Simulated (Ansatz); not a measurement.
# Zr3MoC: from a guess to a relaxed structure, part 2 of 2

The task: take a trial cell of Zr3MoC to zero force and stress.

Ansatz 0.2.0; DFT PBE, scalar-relativistic, plane waves, PAW. The steps go on from the part before.

**4. Relaxation on the finer mesh**

The end of the coarse run is made exact in the group found at a tolerance of 0.06 Å and reduced to its primitive cell.

input.yaml

```yaml
crystal:
  lattice:
    - [4.5108380252, 0.0, 0.0]
    - [0.0, 4.5108380252, 0.0]
    - [0.0, 0.0, 4.5108380252]
  atoms:
    - { symbol: Zr, position: [0.5, 0.0, 0.5] }
    - { symbol: Zr, position: [0.0, 0.5, 0.5] }
    - { symbol: Zr, position: [0.5, 0.5, 0.0] }
    - { symbol: Mo, position: [0.0, 0.0, 0.0] }
    - { symbol: C, position: [0.5, 0.5, 0.5] }
basis:
  ecutwfc: 420
kpoints:
  mp_grid: { grid: [8, 8, 8] }
hamiltonian:
  xc: pbe
scf:
  occupations: { method: gaussian, width: 0.1 }
output:
  forces: true
  stress: true
  eigenvalues: true
relax:
  adjacent_minimum: "off"
  f_tol: 0.01
  max_steps: 80
  cell: { stress_tol: 0.05 }
```

Started as:

```sh
ansatz run input.yaml --threads 1 --pin off --max-ram 2048MiB --backend cpu --events-out ev --progress --plain --runs-dir out
```

Log (excerpt; [...] marks lines left out):

```text
Warning: RAYON_NUM_THREADS=1 ignored (pool sized by the plan → 1); use --threads N
[...]
Pseudopotentials: kind: paw
Pseudopotential: Zr, paw, valence charge 12, recommended cutoff 420 eV (normal), Zr.paw.azcp
Pseudopotential: Mo, paw, valence charge 14, recommended cutoff 420 eV (normal), Mo.paw.azcp
Pseudopotential: C, paw, valence charge 4, recommended cutoff 420 eV (normal), C.paw.azcp
Functional definition: PBE
[...]
Crystal: 5 atoms, lattice volume = 91.785 Å³
Basis set: ecut = 420 eV, 1791 PW (Γ), exchange–correlation on 64×64×64 points (8 copies of the dense FFT grid, shifted against one another)
Bands: 33, of which v1, the nominal top of the filled ones, is band 27 counted from 1 (26 counted from 0)
Symmetry: 48 space group operations
Space group: Pm-3m (ITA 221), of the structure as read, at distance tolerance 4.5e-5 Å
k-points: 35 of 512
[...]
  atom   5  C      0.00000000     0.00000000     0.00000000
[...]
--- Stress (GPa, compression-positive) ---
       -0.000318      -0.000000       0.000000
       -0.000000      -0.000318       0.000000
        0.000000       0.000000      -0.000318
  P = ⅓ Tr σ = -0.0003 GPa (-0.003 kbar)
--- Band table (eV; the first three rows and the last of 35) ---
[...]
--- Relaxed structure (3 steps of the walk, 2 accepted, 1 SCFs on fresh bases) ---
  F+E_penalty+E_count = -17759.11593066 eV   max|allowed force component| = 1.020e-29 eV/Å   (the final SCF, on the basis selected at the relaxed cell)
  cell:  # Å, volume = 92.0266 Å³
    - [4.514791820971952, -4.49383653690355e-34, 0.0]
    - [-4.49383653690355e-34, 4.514791820971952, 0.0]
    - [0.0, 0.0, 4.514791820971952]
  atoms:
    - { symbol: Zr, position: [0.5, -5.032281396161586e-47, 0.5] }
    - { symbol: Zr, position: [-8.995456908286294e-47, 0.5, 0.5] }
    - { symbol: Zr, position: [0.5, 0.5, -3.8831433773957296e-48] }
    - { symbol: Mo, position: [-3.818424321105801e-47, 2.0871895653502048e-47, 2.5887622515971534e-48] }
    - { symbol: C, position: [0.5, 0.5, 0.5] }
```

Run time: 22 s. Hardware: 1 thread of Intel Xeon Platinum 8375C at 2.90GHz (Ice Lake), shared host; peak memory 0.48 GiB.

The steps of the relaxation:

```csv
step,energy from step 1 (eV/cell),largest force component (eV/Å),pressure (GPa),volume (Å³)
1,0.0000,0.0000,0.40,91.78
2,0.0004,0.0000,-0.48,92.32
3,-0.0002,0.0000,0.00,92.03
4,-0.0003,0.0000,0.00,92.03
```

Step 1 is the start. Step 4 repeats the geometry before it on a plane-wave basis chosen anew for that cell, so its energy need not be comparable with the rows above. Step 2 was tried and not accepted.

|  | before | after | change |
| --- | --- | --- | --- |
| a (Å) | 4.511 | 4.515 | +0.1 % |
| b (Å) | 4.511 | 4.515 | +0.1 % |
| c (Å) | 4.511 | 4.515 | +0.1 % |
| volume (Å³/atom) | 18.36 | 18.41 | +0.3 % |
| shortest distance (Å) | 2.255 | 2.257 | +0.1 % |
| space group (0.01 Å) | Pm-3m | Pm-3m | same |

The run keeps the 48 symmetry operations of the start, so it could not have lowered the symmetry.

**5. What came out**

This closing draws on all 2 parts. Changes of volume or cell count from the first structure of part 1.

```
                              quantity                                                                      value
symmetry at the end (tolerance 0.05 Å)                                                space group Pm-3m (No. 221)
                     conventional cell  a = 4.515 Å, b = 4.515 Å, c = 4.515 Å, α = 90.00°, β = 90.00°, γ = 90.00°
                                volume                                                              18.41 Å³/atom
              energy over the elements                                                              -0.13 eV/atom
                       gap on the mesh                                                               none (metal)
```

The space group Pm-3m (No. 221) is kept, and the volume per atom grows by 9.7 % from the first guess. It lies below the elements, which doesn't yet make it stable: competing phases were not computed in this session. No finished test with a distortion of lower symmetry is shown, so the end may be a saddle point.
